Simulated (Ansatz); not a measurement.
# Zn3S4: the cost of one run

Program: Ansatz 0.2.0. Level of theory: DFT PBE, scalar-relativistic, plane waves, PAW, unless a step names another level. These are calculated values, not measurements.

3 further runs of the same task are left out: 2 that didn't finish, 1 set aside as unsound or not needed.

### 1 The starting structure

It takes space group I-4m2 (No. 119, tetragonal). Conventional cell: a = 3.938 Å, b = 3.938 Å, c = 19.662 Å, α = 90.00°, β = 90.00°, γ = 90.00°. Zn (site symmetry 2mm) has 4 S at 2.31 to 2.39 Å as nearest neighbours. Zn (site symmetry -4m2) has 4 S at 2.38 Å as nearest neighbours. Around S (site symmetry 2mm) lie 1 S at 2.06 Å and 2 Zn at 2.31 Å. S (site symmetry 2mm) is surrounded by 4 Zn at 2.38 to 2.39 Å.

Coordinates:

```xyz
7
Lattice="-1.9691 1.9691 9.8309 1.9691 -1.9691 9.8309 1.9691 1.9691 -9.8309" Properties=species:S:1:pos:R:3 pbc="T T T"
Zn    0.0000    0.0000    7.1466
Zn    0.0000    0.0000   12.5152
Zn    0.0000    0.0000    0.0000
S     0.0000    1.9691    3.8865
S     0.0000    1.9691    5.9444
S     1.9691    0.0000    1.3286
S     1.9691    0.0000    8.5022
```

It came out lowest among 21 distinct ends of the trial cells. At a tolerance of 0.02 Å it has space group I-4m2 (No. 119).

### 2 A stricter relaxation, on the response runs' mesh and smearing

input.yaml reads:

```yaml
crystal:
  lattice:
    - [-1.9691473988, 1.9691473988, 9.8308682667]
    - [1.9691473988, -1.9691473988, 9.8308682667]
    - [1.9691473988, 1.9691473988, -9.8308682667]
  atoms:
    - { symbol: Zn, position: [0.3634763724, 0.3634763724, 0.0] }
    - { symbol: Zn, position: [0.6365236276, 0.6365236276, 0.0] }
    - { symbol: Zn, position: [0.0, 0.0, 0.0] }
    - { symbol: S, position: [0.6976660254, 0.1976660254, 0.5] }
    - { symbol: S, position: [0.8023339746, 0.3023339746, 0.5] }
    - { symbol: S, position: [0.0675749585, 0.5675749585, 0.5] }
    - { symbol: S, position: [0.4324250415, 0.9324250415, 0.5] }
basis:
  ecutwfc: 420
kpoints:
  mp_grid: { grid: [10, 10, 10] }
hamiltonian:
  xc: pbe
scf:
  occupations: { method: fixed }
output:
  forces: true
  stress: true
  eigenvalues: true
relax:
  adjacent_minimum: "off"
  f_tol: 0.001
  max_steps: 60
  cell: { stress_tol: 0.01 }
```

On the command line:

```bash
> ansatz run input.yaml --threads 3 --pin off --max-ram 7680MiB --backend cpu --events-out ev --progress --plain --runs-dir out
```

**Question.** How long does this run take on 3 threads of Arm Neoverse V1, shared host, and how much memory does it need?

About 81 s, with a peak of 0.71 GiB.
